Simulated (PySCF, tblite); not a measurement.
# C2H7F3SSi2: geometry, infrared bands and NMR shifts

Wanted: the infrared bands and NMR shifts of C2H7F3SSi2 (`FC(F)(F)CS[SiH2][SiH3]`), by calculation.

Computed with tblite 0.8.0 and PySCF 2.14.0, with density-fitted response routines of our own, on a single molecule in the gas phase. Atoms are numbered from 0 throughout.

### 1 Starting geometry

15 atoms, charge 0, multiplicity 1; geometry from: force field or distance geometry start.

Bonds of the start (Å): F0–C1 1.37, C1–F2 1.33, C1–F3 1.35, C1–C4 1.54, C4–S5 1.84, S5–Si6 2.15, Si6–Si7 2.30, C4–H8 1.09, C4–H9 1.10, Si6–H10 1.48, Si6–H11 1.49, Si7–H12 1.49, Si7–H13 1.48, Si7–H14 1.49.

### 2 Relaxing the molecule with GFN2-xTB

What the job is given:

```
{"job": {"kind": "relax", "xc": "GFN2-xTB", "basis": "xTB"}, "charge": 0, "multiplicity": 1}
F      3.827400    -0.407500    -0.294100
C      2.597300     0.183900    -0.180500
F      2.045000     0.167000    -1.393500
F      2.807200     1.471700     0.179100
C      1.759900    -0.580000     0.859000
S      0.142700     0.164200     1.316000
Si    -1.053800    -0.001400    -0.467200
Si    -3.283000     0.359500    -0.039100
H      2.343300    -0.660700     1.780100
H      1.584100    -1.602600     0.505400
H     -0.531100     0.979000    -1.442500
H     -0.817600    -1.374800    -0.994500
H     -4.088500     0.217500    -1.285100
H     -3.521200     1.720000     0.496500
H     -3.816100    -0.627800     0.938500
```

The run is started by

```console
OMP_NUM_THREADS=1 python probes_run.py task.json out
```

One launch serves the whole session: the jobs run in the order shown.

**Question.** This job is followed by: GFN2-xTB harmonic vibrations, gas phase; GIAO PBE0/pcSseg-1 NMR shielding, non-relativistic, gas phase. Predict these results of the whole session: strongest single infrared mode (GFN2-xTB); zero-point energy (GFN2-xTB); 13C shifts against TMS (PBE0/pcSseg-1); 1H shifts against TMS (PBE0/pcSseg-1, means over atoms taken as alike); 19F shifts against CFCl3 (PBE0/pcSseg-1, means over atoms taken as alike); 33S shifts against CS2 (PBE0/pcSseg-1); 29Si shifts against TMS (PBE0/pcSseg-1).

The runs gave:

```
                                                                 quantity                 value
                                strongest single infrared mode (GFN2-xTB)  688 cm⁻¹, 752 km/mol
                                             zero-point energy (GFN2-xTB)         51.8 kcal/mol
                                   13C shifts against TMS (PBE0/pcSseg-1)       135.1, 41.2 ppm
   1H shifts against TMS (PBE0/pcSseg-1, means over atoms taken as alike)  4.84, 3.56, 3.09 ppm
19F shifts against CFCl3 (PBE0/pcSseg-1, means over atoms taken as alike)             -79.3 ppm
                                   33S shifts against CS2 (PBE0/pcSseg-1)              -193 ppm
                                  29Si shifts against TMS (PBE0/pcSseg-1)     -42.0, -117.1 ppm
```

In words: Relaxing lowered the energy by 0.128 eV in 55 steps; the close pair that moved most is S5–Si6, from 2.154 to 2.180 Å. All 39 modes are real, so the xTB geometry is a minimum. The strongest single mode, at 688 cm⁻¹, moves mainly H10 and H11. Unscaled tight-binding wavenumbers are off by several per cent, some by more. Its intensities can rank the bands wrongly. At PBE0/pcSseg-1: Shielding is most anisotropic at S5 (span 340 ppm, paramagnetic term -363 ppm).
